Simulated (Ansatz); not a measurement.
# SrNiF6: the cost of one run

Program: Ansatz 0.2.0. Level of theory: DFT LDA+U (U = 2 eV, J = 0.7 eV on Ni d), plane waves, PAW. These are calculated values, not measurements.

**1. The starting structure**

The structure is trigonal, space group R-3m (No. 166). The conventional cell has a = 7.074 Å, b = 7.074 Å, c = 6.656 Å, α = 90.00°, β = 90.00°, γ = 120.00°. Around Sr (site symmetry -3m) lie 12 F at 2.61 to 2.72 Å. Ni (site symmetry -3m) has 6 F at 1.80 Å as nearest neighbours. F (site symmetry m) is surrounded by 1 Ni at 1.80 Å.

Structure file:

```
Sr Ni F
1.0
     3.53700    2.04209    2.21867
    -3.53700    2.04209    2.21867
     0.00000   -4.08418    2.21867
Sr Ni F
1 1 6
Direct
  0.50000 0.50000 0.50000
  0.00000 0.00000 0.00000
  0.27600 0.91600 0.27600
  0.27600 0.27600 0.91600
  0.91600 0.27600 0.27600
  0.72400 0.08400 0.72400
  0.08400 0.72400 0.72400
  0.72400 0.72400 0.08400
```

Magnetic order typed: ferromagnetic.

An earlier series on this cell reached its lowest free state from «random orbitals: single harmonics, first filling», perhaps among other starts (it ended without moments).

**2. Random orbitals: single harmonics, second filling**

input.yaml

```yaml
crystal:
  lattice:
    - [3.53700141, 2.04208872, 2.21867003]
    - [-3.53700141, 2.04208872, 2.21867003]
    - [0.0, -4.08417743, 2.21867003]
  atoms:
    - { symbol: Sr, position: [0.5, 0.5, 0.5] }
    - { symbol: Ni, position: [0.0, 0.0, 0.0], spin: 0.3 }
    - { symbol: F, position: [0.276, 0.916, 0.276] }
    - { symbol: F, position: [0.276, 0.276, 0.916] }
    - { symbol: F, position: [0.916, 0.276, 0.276] }
    - { symbol: F, position: [0.724, 0.084, 0.724] }
    - { symbol: F, position: [0.084, 0.724, 0.724] }
    - { symbol: F, position: [0.724, 0.724, 0.084] }
basis:
  ecutwfc: 420
  ecutrho_ratio: 4
kpoints:
  mp_grid: { grid: [4, 4, 4] }
hamiltonian:
  xc: lda
  hubbard:
    sites:
      - { site: 1, l: d, u: 2.0, j: 0.7, starting_ns: [{ spin: up, occupation_matrix: s1up }, { spin: down, occupation_matrix: s1down }] }
    occupation_matrices:
      s1up:
        matrix:
          - [0.02, 0.0, 0.0, 0.0, 0.0]
          - [0.0, 0.97, 0.0, 0.0, 0.0]
          - [0.0, 0.0, 0.02, 0.0, 0.0]
          - [0.0, 0.0, 0.0, 0.97, 0.0]
          - [0.0, 0.0, 0.0, 0.0, 0.97]
      s1down:
        matrix:
          - [0.02, 0.0, 0.0, 0.0, 0.0]
          - [0.0, 0.97, 0.0, 0.0, 0.0]
          - [0.0, 0.0, 0.97, 0.0, 0.0]
          - [0.0, 0.0, 0.0, 0.02, 0.0]
          - [0.0, 0.0, 0.0, 0.0, 0.97]
    ns_hold: until_converged
scf:
  occupations: { method: gaussian, width: 0.05 }
  lower_state_search: "off"
  max_iter: 150
output:
  forces: true
  stress: true
  eigenvalues: true
  populations: true
  hubbard: { sites: [{ site: 1, l: d }] }
magnetization:
  spin_polarized: true
```

The typed matrices put 0.97 on the chosen orbitals and 0.02 on the others, and are held until the SCF converges, then released.

The run is started by

```bash
> ansatz run input.yaml --threads 4 --pin off --max-ram 6144MiB --backend cpu --events-out ev --progress --plain --runs-dir out
```

What time and memory should one allow on 4 threads of Arm Neoverse V2, shared host?

About 12 s, with a peak of 0.56 GiB.
